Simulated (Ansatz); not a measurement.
# Rb3RhW: the cost of one run

Method: DFT PBE, scalar-relativistic, plane waves, PAW, in Ansatz 0.2.0.

## Step 1: The starting structure

Symmetry: Pm-3m, No. 221, cubic system. The conventional cell has a = 5.242 Å, b = 5.242 Å, c = 5.242 Å, α = 90.00°, β = 90.00°, γ = 90.00°. Around Rb (site symmetry 4/mmm) lie 2 W at 2.62 Å. Around Rh (site symmetry m-3m) lie 12 Rb at 3.71 Å. Around W (site symmetry m-3m) lie 6 Rb at 2.62 Å.

Coordinates:

```cif
data_structure
_symmetry_space_group_name_H-M 'P 1'
_symmetry_Int_Tables_number 1
_cell_length_a 5.2421
_cell_length_b 5.2421
_cell_length_c 5.2421
_cell_angle_alpha 90.000
_cell_angle_beta 90.000
_cell_angle_gamma 90.000
_cell_volume 144.05
loop_
_atom_site_label
_atom_site_type_symbol
_atom_site_fract_x
_atom_site_fract_y
_atom_site_fract_z
_atom_site_occupancy
Rb1 Rb 0.00000 0.50000 0.50000 1
Rb2 Rb 0.50000 0.00000 0.50000 1
Rb3 Rb 0.50000 0.50000 0.00000 1
Rh1 Rh 0.00000 0.00000 0.00000 1
W1 W 0.50000 0.50000 0.50000 1
```

This is candidate A: cubic perovskite type (Pm-3m, No. 221).

(A quick probe on a coarse mesh, which set the mesh and smearing, is not shown.)

## Step 3: Rough relaxation on the coarse mesh (candidate A)

Input file input.yaml:

```yaml
crystal:
  lattice:
    - [5.2421490208, 0.0, 0.0]
    - [0.0, 5.2421490208, 0.0]
    - [0.0, 0.0, 5.2421490208]
  atoms:
    - { symbol: Rb, position: [0.0, 0.5, 0.5] }
    - { symbol: Rb, position: [0.5, 0.0, 0.5] }
    - { symbol: Rb, position: [0.5, 0.5, 0.0] }
    - { symbol: Rh, position: [0.0, 0.0, 0.0] }
    - { symbol: W, position: [0.5, 0.5, 0.5] }
basis:
  ecutwfc: 420
kpoints:
  mp_grid: { grid: [4, 4, 4] }
hamiltonian:
  xc: pbe
scf:
  occupations: { method: gaussian, width: 0.1 }
  lower_state_search: "off"
output:
  forces: true
  stress: true
  eigenvalues: true
relax:
  adjacent_minimum: "off"
  f_tol: 0.04
  max_steps: 70
  cell: { stress_tol: 0.4 }
```

Command:

```bash
$ ansatz run input.yaml --threads 1 --pin off --max-ram 2560MiB --backend cpu --events-out ev --progress --plain --runs-dir out
```

Q: Estimate wall time and peak memory on 1 thread of Arm Neoverse V2, shared host.

About 39 s, with a peak of 0.49 GiB.
